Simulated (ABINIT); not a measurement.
The system is In2S.

```
In S
1.0
     3.94306    0.00000    0.00000
     0.00000    3.94306    0.00000
     0.00000    0.00000    5.43495
In S
2 1
Direct
  0.50000 0.00000 0.66115
  0.00000 0.50000 0.33885
  0.00000 0.00000 0.00000
```

The cell was built by a generator and needn't be a form met in nature.

| Quantity | Value |
| --- | --- |
| Program | ABINIT 10.8.3 (patched build) |
| Task | single point |
| Functional | PBE |
| Potentials or basis | JTH PAW PBE v2.0 |
| Cutoff | 599 eV |
| k mesh | 7 × 7 × 5 |
| Occupations | fermi-dirac, width 0.05 eV |
| Spin | no spin polarisation |

On this cell: pressure 0.0 GPa; largest force 0.019 eV/Å; band gap on the k mesh none (metal or under the smearing width).

The same run follows on a disturbed copy (atoms moved at random, drawn with an rms of 0.05 Å):

```
In S
1.0
     3.94306    0.00000    0.00000
     0.00000    3.94306    0.00000
     0.00000    0.00000    5.43495
In S
2 1
Direct
  0.50873 0.00761 0.66296
  0.99987 0.47997 0.34216
  0.01154 0.99338 0.00373
```

Q: What does the disturbed cell give?

A: The energy (extrapolated to zero smearing) moves by +3.6 meV/atom; pressure 0.1 GPa; largest force 0.223 eV/Å; band gap on the k mesh none (metal or under the smearing width).

Forces in eV/Å, atoms in the order of the input:
```
In  -0.010 -0.126  0.067
In   0.056  0.213 -0.033
S   -0.046 -0.087 -0.034
```

Stress tensor (GPa, compression positive):
```
-0.01  0.03 -0.15
 0.03  0.00  0.09
-0.15  0.09  0.19
```
